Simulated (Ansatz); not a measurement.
## 2 structures of Tc3Sn: a ranking of polymorphs by energy, step by step

With Ansatz 0.2.0 through its Python package.

The cells in order, each with its output:

```python
import warnings

import ansatz as az
import numpy as np
import pandas as pd
import spglib
```

```python
FUNCTIONAL = "lda"
MIXING_BETA = 0.1
MAX_ITERATIONS = 100
EXTRA_BANDS = 6
ECUT = 620
KSPACING = 0.3
OCCUPATIONS = "fermi_dirac"
WIDTH_EV = 0.05
```

```python
PHASES = {
    "Fm-3m": (
        [(0.0, 3.172194, 3.172194), (3.172194, 0.0, 3.172194), (3.172194, 3.172194, 0.0)],
        [
            ("Tc", (0.25, 0.25, 0.25)),
            ("Tc", (0.75, 0.75, 0.75)),
            ("Tc", (0.5, 0.5, 0.5)),
            ("Sn", (0.0, 0.0, 0.0)),
        ],
    ),
    "P-6m2": (
        [(2.94158657, 0.0, 0.0), (-1.47079329, 2.5474887, 0.0), (0.0, 0.0, 8.633447)],
        [
            ("Tc", (1 / 3, 2 / 3, 0.5)),
            ("Tc", (2 / 3, 1 / 3, 0.261782)),
            ("Tc", (2 / 3, 1 / 3, 0.738218)),
            ("Sn", (1 / 3, 2 / 3, 0.0)),
        ],
    ),
}
```

```python
def build(vectors, sites):
    crystal = az.Crystal(lattice=az.Lattice.of(vectors))
    for symbol, position in sites:
        crystal = crystal.atom(symbol, position)
    return crystal
```

```python
def run_phase(name, crystal):
    calc = (
        crystal.calculation()
        .functional(FUNCTIONAL)
        .accuracy("medium")  # preset for grids and thresholds
        .mixing("msr1", beta=MIXING_BETA)
        .scf(max_iterations=MAX_ITERATIONS, extra_bands=EXTRA_BANDS, lower_state_search="standard", algorithm="density_mixing", self_checks="low")
        .basis(ECUT)
        .kpoints(spacing=KSPACING)  # the mesh must be finer for metals
        .occupations(OCCUPATIONS, width=WIDTH_EV)
        .stress()
        .band_table()
    )
    calc = calc.relax(force_tolerance=0.02, max_steps=60, cell=True)
    return calc.run(threads=1)


def volume_per_atom(outcome):
    return abs(np.linalg.det(outcome.lattice.cell_ang)) / len(outcome.lattice.sites)
```

```python
def space_group(outcome):
    sites = outcome.report["lattice"]["sites"]
    kinds = sorted({site["symbol"] for site in sites})
    cell = (outcome.lattice.cell_ang, [site["position_frac"] for site in sites], [kinds.index(site["symbol"]) for site in sites])
    return spglib.get_spacegroup(cell, symprec=0.01)
```

```python
warnings.simplefilter("ignore", az.DeckWarning)
```

```python
phases = {name: build(*cell) for name, cell in PHASES.items()}
```

```python
done = {}
for name, crystal in phases.items():
    try:
        done[name] = run_phase(name, crystal)
    except az.NonConvergedError as error:
        print(name, "did not converge:", str(error)[:120])
```

```python
energy = {name: o.report["energy_sigma0_ev"] / len(o.lattice.sites) for name, o in done.items()}
lowest = min(energy.values())
rows = [(name, len(o.lattice.sites), 1000 * (energy[name] - lowest), volume_per_atom(o), space_group(o)) for name, o in done.items()]
rows.sort(key=lambda row: row[2])
print(pd.DataFrame(rows, columns=["phase", "atoms", "dE (meV/atom)", "V (A^3/atom)", "space group"]).round(4).to_string(index=False))
print("lowest in energy:", rows[0][0])
```

    phase  atoms  dE (meV/atom)  V (A^3/atom) space group
    P-6m2      4         0.0000       15.2216 P-6m2 (187)
    Fm-3m      4        46.8581       15.0450 Fm-3m (225)
    lowest in energy: P-6m2

By space group at the end of each run: P-6m2 (+0 meV an atom, 15.2 Å³) and Fm-3m (+47 meV an atom, 15.0 Å³).

These settings explore the input space; cutoff and mesh may be short of convergence. For the metals among these phases the mesh is modest: differences between phases can be off by up to 40 meV an atom. The cells come from databases of deposited and of computed structures, and not all need be stable phases. The ranking holds among these structures alone, at zero temperature; the ground state may be another structure. Differences under about 40 meV an atom lie within the error of mesh and functional. The script silences the warnings on its input, which a real study should read. Hardware and time: 82 s on 1 thread of Arm Neoverse V2, with other jobs on the host, peak memory 0.48 GiB.
